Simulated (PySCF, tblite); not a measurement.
# C₅H₁₃AsSSi: geometry, infrared bands and NMR shifts

Wanted: the infrared bands and NMR shifts of C₅H₁₃AsSSi (`[SiH3]S[C@@H]1CCC[AsH]C1`), by calculation.

Computed with tblite 0.8.0 and PySCF 2.14.0, with density-fitted response routines of our own, on a single molecule in the gas phase. Atoms count from 0, in the outputs and in this text.

### Step 1. The molecule as given

21 atoms, charge 0, multiplicity 1; geometry from: force field or distance geometry start.

Bonds of the start (Å): Si0–S1 2.17, S1–C2 1.83, C2–C3 1.50, C3–C4 1.49, C4–C5 1.52, C5–As6 1.99, As6–C7 1.99, C7–C2 1.51, Si0–H8 1.46, Si0–H9 1.48, Si0–H10 1.46, C2–H11 1.11, C3–H12 1.11, C3–H13 1.12, C4–H14 1.12, C4–H15 1.10, C5–H16 1.09, C5–H17 1.11, As6–H18 1.56, C7–H19 1.10, C7–H20 1.12.

### Step 2. Geometry optimisation with GFN2-xTB

What the job is given:

```
{"job": {"kind": "relax", "xc": "GFN2-xTB", "basis": "xTB"}, "charge": 0, "multiplicity": 1}
Si     3.440300     0.746500    -0.206600
S      1.512100     0.231800    -1.064800
C      0.500200    -0.282300     0.371900
C     -0.495100    -1.341600     0.012400
C     -1.533200    -0.950500    -0.982000
C     -2.659500    -0.291900    -0.200200
As    -1.863400     1.433000     0.384900
C     -0.077600     0.913800     1.082600
H      3.425300     2.142600     0.222200
H      3.665300    -0.097900     0.989200
H      4.486500     0.494500    -1.192100
H      1.214600    -0.748600     1.083600
H      0.083700    -2.182900    -0.432700
H     -1.012700    -1.708000     0.938300
H     -1.171300    -0.162600    -1.697800
H     -1.927900    -1.788200    -1.573300
H     -3.571400    -0.154300    -0.778500
H     -2.784000    -0.891300     0.725500
H     -1.595200     2.241900    -0.926000
H      0.618700     1.763800     1.086600
H     -0.264600     0.649100     2.156200
```

Command:

```
$ OMP_NUM_THREADS=1 python probes_run.py task.json out
```

This one command runs all jobs of the session in turn.

**Question.** This job is followed by: GFN2-xTB harmonic vibrations, gas phase; GIAO PBE0/pcSseg-1 NMR shielding, non-relativistic, gas phase. What will the session give for the following? strongest single infrared mode (GFN2-xTB); zero-point energy (GFN2-xTB); ¹³C shifts against TMS (PBE0/pcSseg-1); ¹H shifts against TMS (PBE0/pcSseg-1, means over atoms taken as alike); ²⁹Si shifts against TMS (PBE0/pcSseg-1); ³³S shifts against CS2 (PBE0/pcSseg-1); ⁷⁵As shifts against AsH3 (PBE0/pcSseg-1).

The runs gave:

| quantity | value |
| --- | --- |
| strongest single infrared mode (GFN2-xTB) | 1938 cm⁻¹, 596 km/mol |
| zero-point energy (GFN2-xTB) | 101.3 kcal/mol |
| ¹³C shifts against TMS (PBE0/pcSseg-1) | 51.4, 39.6, 30.4, 27.5, 24.1 ppm |
| ¹H shifts against TMS (PBE0/pcSseg-1, means over atoms taken as alike) | 4.90, 4.62, 3.51, 2.41, 2.07, 1.97, 1.90, 1.82, 1.81, 1.64, 1.33 ppm |
| ²⁹Si shifts against TMS (PBE0/pcSseg-1) | -55.5 ppm |
| ³³S shifts against CS2 (PBE0/pcSseg-1) | -157 ppm |
| ⁷⁵As shifts against AsH3 (PBE0/pcSseg-1) | 398 ppm |

What this shows: Relaxing lowered the energy by 0.817 eV in 116 steps; the close pair that moved most is As6–H18, from 1.564 to 1.502 Å. The lowest mode is slightly imaginary (13i cm⁻¹), a soft motion within the noise of the Hessian, so the minimum is not strictly shown. The strongest single mode, at 1938 cm⁻¹, moves mainly H18. GFN2-xTB is a fitted tight-binding method: band positions and strengths are rough. Its intensities can rank the bands wrongly. At PBE0/pcSseg-1: The largest span, 409 ppm, is at S1, where the paramagnetic term is -399 ppm. Spin-orbit coupling is left out, which matters for shieldings and couplings at and beside the heavy atoms.
